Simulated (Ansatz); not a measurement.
Predict the output of the script below (Ansatz 0.2.0 through its Python package).

`ase_relax_al.py`:
```python
'''Relax Al with an ASE optimiser on Ansatz forces.'''

import warnings

import ansatz as az
from ase import Atoms
from ase.calculators.calculator import Calculator, all_changes
from ase.filters import FrechetCellFilter
from ase.optimize import BFGSLineSearch
from ase.units import GPa
import numpy as np


class PlaneWaves(Calculator):
    implemented_properties = ['energy', 'free_energy', 'forces', 'stress']

    def calculate(self, atoms=None, properties=('energy',), system_changes=all_changes):
        super().calculate(atoms, properties, system_changes)
        bare = self.atoms.copy()
        bare.set_constraint()
        bare.set_momenta(None)
        job = (
            az.Crystal.from_ase(bare).calculation()
            .functional('pbesol')
            .occupations('fermi_dirac', width=0.05)
            .kpoints(8, 8, 8)
            .forces()
            .stress()
        )
        report = job.run(threads=1, pin='off').report
        self.results['free_energy'] = report['lagrangian_ev']
        self.results['energy'] = report.get('lagrangian_sigma0_ev', report['lagrangian_ev'])
        self.results['forces'] = np.array(report['forces_ev_ang'])
        s = -np.array(report['stress_gpa']) * GPa  # ASE counts tension as positive
        self.results['stress'] = s[[0, 1, 2, 1, 0, 0], [0, 1, 2, 2, 2, 1]]


def main() -> None:
    warnings.simplefilter('ignore')
    atoms = Atoms(
        ['Al'],
        cell=[(-1.59122, 1.59122, 1.59122), (1.59122, -1.59122, 1.59122), (1.59122, 1.59122, -1.59122)],
        scaled_positions=[
            (0.0, 0.0, 0.0),
        ],
        pbc=True,
    )
    atoms.calc = PlaneWaves()
    before = atoms.get_potential_energy(), atoms.get_volume()
    target = FrechetCellFilter(atoms)
    optimiser = BFGSLineSearch(target, logfile=None)


    def tell():
        fmax = np.linalg.norm(target.get_forces(), axis=1).max()
        print(f'step {optimiser.nsteps:2d}  E = {atoms.get_potential_energy():.5f} eV  fmax = {fmax:.4f}  V = {atoms.get_volume():.3f} A^3')


    optimiser.attach(tell)
    met = optimiser.run(fmax=0.03, steps=20)
    print('threshold met:', bool(met), ' energy gained:', round(before[0] - atoms.get_potential_energy(), 5), 'eV')
    print('cell lengths and angles:', np.round(atoms.cell.cellpar(), 3))
    print(np.round(atoms.get_scaled_positions(), 4))


if __name__ == '__main__':
    main()
```

```console
$ python ase_relax_al.py
step  0  E = -524.40660 eV  fmax = 0.2534  V = 16.116 A^3
step  1  E = -524.41158 eV  fmax = 0.0005  V = 16.670 A^3
threshold met: True  energy gained: 0.00499 eV
cell lengths and angles: [  2.787   2.787   2.787 109.471 109.471 109.471]
[[0. 0. 0.]]
```

What to keep in mind:
- Absolute energies stand on the zero of these potentials, so only differences at equal settings mean something. A total without «per atom» is that of the whole cell that was run.
- For a metal this k-point mesh is coarse: on a finer one energies can move by several to tens of meV an atom and pressures by half a GPa or more, differences at one mesh by less.
- This isn't the structure that Al takes at ambient conditions.
- Wall time of the script: 1.6 s on 1 thread of Arm Neoverse V2 (shared host), peak memory 0.36 GiB.
